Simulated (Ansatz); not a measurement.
# CuH₄+ (triplet): wave-function methods side by side, def2-SVP

An exercise on one series of results from a longer session: the logs are not shown, and one member is left open.

Program: Ansatz 0.2.0, Gaussian basis. Level of theory: def2-SVP, core rule «outside noble gas», up to 9 orbitals frozen. These are calculated values, not measurements.

The runs, in order: UHF; CCSD(T) on ROHF; CCSD(T) on UHF; CISD; CCSDT(Q) on ROHF; CCSDT(Q) on UHF.

25 further runs of the same task are left out: 5 for a known fault of the program, 11 that didn't finish, 9 set aside as unsound or not needed.

## The geometry

The geometry is a PBE0/def2-TZVP stationary point (not a proven minimum) of the parent state, kept for this charge and spin.

5 atoms, charge 1, spin multiplicity 3.

Atoms are counted from 1 here; the program's logs count them from 0.

Bond lengths: Cu1–H2 1.572 Å, Cu1–H3 1.572 Å, Cu1–H4 1.572 Å, Cu1–H5 1.572 Å. Angles: H2–Cu1–H3 35.7°, H2–Cu1–H4 144.3°, H2–Cu1–H5 180.0°, H3–Cu1–H4 180.0°, H3–Cu1–H5 144.3°, H4–Cu1–H5 35.7°.

Set-up of the first run:

in.yaml

```yaml
crystal:
  periodic: [false, false, false]
  atoms:
    - {symbol: Cu, position_ang: [0.000000, 0.000000, 0.000000]}
    - {symbol: H, position_ang: [0.000000, 0.481552, 1.496401]}
    - {symbol: H, position_ang: [0.000000, -0.481552, 1.496401]}
    - {symbol: H, position_ang: [0.000000, 0.481552, -1.496401]}
    - {symbol: H, position_ang: [0.000000, -0.481552, -1.496401]}
basis:
  gaussian: {orbitals: def2-SVP}
total_charge: 1
magnetization: {spin_polarized: true, initial_magnetization: 2}
hamiltonian: {xc: hf}
output: {orbitals: {seedname: orbitals}}
```

Started as:

```bash
> ansatz run in.yaml --threads 1 --pin off --events-out ev --progress --plain --max-ram 2393MiB
```

Among the steps run: UHF; CCSD(T) on ROHF; CCSD(T) on UHF; CISD; CCSDT(Q) on ROHF; CCSDT(Q) on UHF.

One table of the session follows, with a row left open; its other results are not shown here.

```
   method  from RCCSDT(Q) (kcal/mol)
     ROHF                    +189.47
      UHF                    +186.09
     RMP2                     +14.85
     UMP2                     +14.01
     CISD                     +18.69
    RCCSD                      +6.29
    UCCSD                      +5.45
 RCCSD(T)                       0.00
 UCCSD(T)                      -0.76
   RCCSDT                      -0.42
   UCCSDT                          ?
RCCSDT(Q)                          0
UCCSDT(Q)                      -0.90
```

Q: Estimate the row for UCCSDT from the others.

**Answer.** from RCCSDT(Q) (kcal/mol): -1.19. In the column «from RCCSDT(Q) (kcal/mol)» it is the lowest.

Caveats from the session: Restricted and unrestricted rows rest on different reference determinants; where their highest levels disagree by more than a few hundredths of an eV, they describe different states and don't form one ladder.
